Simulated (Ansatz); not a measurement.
# Ca: pressure up to the limit of the methods

How does Ca (sc type) answer strong compression? The runs shown use PAW. Its runs: cell relaxed at zero pressure (PAW); volume scaled by 1 (PAW); volume scaled by 0.9 (PAW); volume scaled by 0.8 (PAW); volume scaled by 0.7 (PAW); volume scaled by 0.6 (PAW); volume scaled by 0.5 (PAW); volume scaled by 0.4 (PAW and PAW (cutoff 250 eV)).

Program: Ansatz 0.2.0. Level of theory: DFT, PBEsol, PAW with Ansatz's default frozen-core files, scalar-relativistic. These are calculated values, not measurements.

1 further run of the same task is left out (it didn't finish). Runs told in other sessions of the task aren't counted.

### Step 1. The structure to begin with

It takes space group Pm-3m (No. 221, cubic). The conventional cell has a = 3.526 Å, b = 3.526 Å, c = 3.526 Å, α = 90.00°, β = 90.00°, γ = 90.00°. Ca (site symmetry m-3m) is surrounded by 6 Ca at 3.53 Å.

Structure file:

```
Ca
1.0
     3.52637    0.00000    0.00000
     0.00000    3.52637    0.00000
     0.00000    0.00000    3.52637
Ca
1
Direct
  0.00000 0.00000 0.00000
```

Whether this phase is the stable one at these pressures isn't tested.

### Step 2. Cell relaxed at zero pressure, PAW

input.yaml reads:

```yaml
crystal:
  lattice:
    - [3.5263652475, 0.0, 0.0]
    - [0.0, 3.5263652475, 0.0]
    - [0.0, 0.0, 3.5263652475]
  atoms:
    - { symbol: Ca, position: [0.0, 0.0, 0.0] }
kpoints:
  mp_grid: { grid: [11, 11, 11] }
scf:
  occupations: { method: fermi_dirac, width: 0.08 }
hamiltonian:
  xc: pbesol
  pseudopotentials: { kind: paw }
output:
  forces: true
  stress: true
relax:
  f_tol: 0.005
  max_steps: 40
  cell: {}
```

Run with:

```
> ansatz run input.yaml --threads 1 --pin off --max-ram 2048MiB --backend cpu --events-out ev --progress --plain --runs-dir out
```

The runs that follow: Volume scaled by 1, PAW; Volume scaled by 0.9, PAW; Volume scaled by 0.8, PAW; Volume scaled by 0.7, PAW; Volume scaled by 0.6, PAW; Volume scaled by 0.5, PAW; Volume scaled by 0.4, PAW; Volume scaled by 0.4, PAW (cutoff 250 eV).

**Question.** What will these runs give? Wanted: PAW pressure at 0.4 of the volume; fitted bulk modulus at zero pressure.

**Answer**, as computed:

| quantity | value |
| --- | --- |
| PAW pressure at 0.4 of the volume | 46.7 GPa |
| PAW (cutoff 250 eV) pressure at 0.4 of the volume | 48.2 GPa |
| fitted bulk modulus at zero pressure (PAW) | 10.3 GPa |
| its pressure derivative | 3.65 |

**Reading.** At 0.4 of the starting volume PAW gives 47 GPa. A third-order Birch-Murnaghan curve fits the range only roughly (B₀ = 10.3 GPa, B′ = 3.65, misfit at most 0.39 GPa). A fit over so wide a range leans to the high pressures, so B₀ can be off by several per cent. No all-electron run checks these rows here, and frozen cores can fail under such compression. The ions are at rest, and the electrons smeared by 0.08 eV.
